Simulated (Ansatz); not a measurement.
# AsBBrH3: functionals against CCSD(T) at one geometry

An exercise on one series of results from a longer session: the logs are not shown, and one member is left open.

The runs use Ansatz 0.2.0, Gaussian basis; single points in def2-TZVPP.

Correlated methods freeze the cores. Filled d shells of the heavier atoms are correlated.

### The system as given

6 atoms, charge 0, spin multiplicity 1.

Atoms are counted from 1 here; the program's logs count them from 0.

Bond lengths: As1–B2 2.016 Å, As1–H4 1.423 Å, As1–H5 1.555 Å, B2–Br3 1.984 Å, B2–H6 1.105 Å. Angles: B2–As1–H4 93.2°, B2–As1–H5 93.8°, H4–As1–H5 100.5°, As1–B2–Br3 125.1°, As1–B2–H6 123.3°, Br3–B2–H6 111.5°.

Coordinates:

```csv
atom,x (Å),y (Å),z (Å)
As1,-1.23110,0.58820,-0.06490
B2,0.51560,-0.11410,0.65660
Br3,1.32980,-1.85720,0.17310
H4,-1.35500,-0.46440,-1.01370
H5,-0.55010,1.67910,-0.93860
H6,1.10910,0.41010,1.42690
```

The first run:

Input file run/in.yaml:

```yaml
crystal:
  periodic: [false, false, false]
  atoms:
    - {symbol: As, position_ang: [-1.231100, 0.588200, -0.064900]}
    - {symbol: B, position_ang: [0.515600, -0.114100, 0.656600]}
    - {symbol: Br, position_ang: [1.329800, -1.857200, 0.173100]}
    - {symbol: H, position_ang: [-1.355000, -0.464400, -1.013700]}
    - {symbol: H, position_ang: [-0.550100, 1.679100, -0.938600]}
    - {symbol: H, position_ang: [1.109100, 0.410100, 1.426900]}
basis:
  gaussian: {orbitals: def2-TZVPP}
correlation: {method: ccsd_t}
output: {forces: true}
```

No record of the launch command was kept for these runs.

Among the steps run: CCSD(T)/def2-TZVPP; PBE0-D4/def2-TZVPP; wB97M-V/def2-TZVPP; r2SCAN-D4/def2-TZVPP; PBE-D4/def2-TZVPP; revPBE-D4/def2-TZVPP; SPW92/def2-TZVPP.

One table of the session follows, with a row left open; its other results are not shown here.

| method | RMS force component (eV/Å) | angle to CCSD(T) forces (°) | dipole (D) |
| --- | --- | --- | --- |
| CCSD(T) | 1.156 | reference | 0.92 |
| PBE0-D4 | 1.198 | 2.5 | 0.99 |
| wB97M-V | 1.135 | 2.2 | 0.99 |
| r2SCAN-D4 | ? | ? | ? |
| PBE-D4 | 1.227 | 7.1 | 0.91 |
| revPBE-D4 | 1.221 | 8.4 | 0.90 |
| SPW92 | 1.308 | 7.5 | 0.95 |

Q: Estimate the row for r2SCAN-D4 from the others.

The run gave: RMS force component (eV/Å): 1.160; angle to CCSD(T) forces (°): 3.2; dipole (D): 0.97. In the column «RMS force component (eV/Å)» it lies between CCSD(T) (1.156) and PBE0-D4 (1.198).
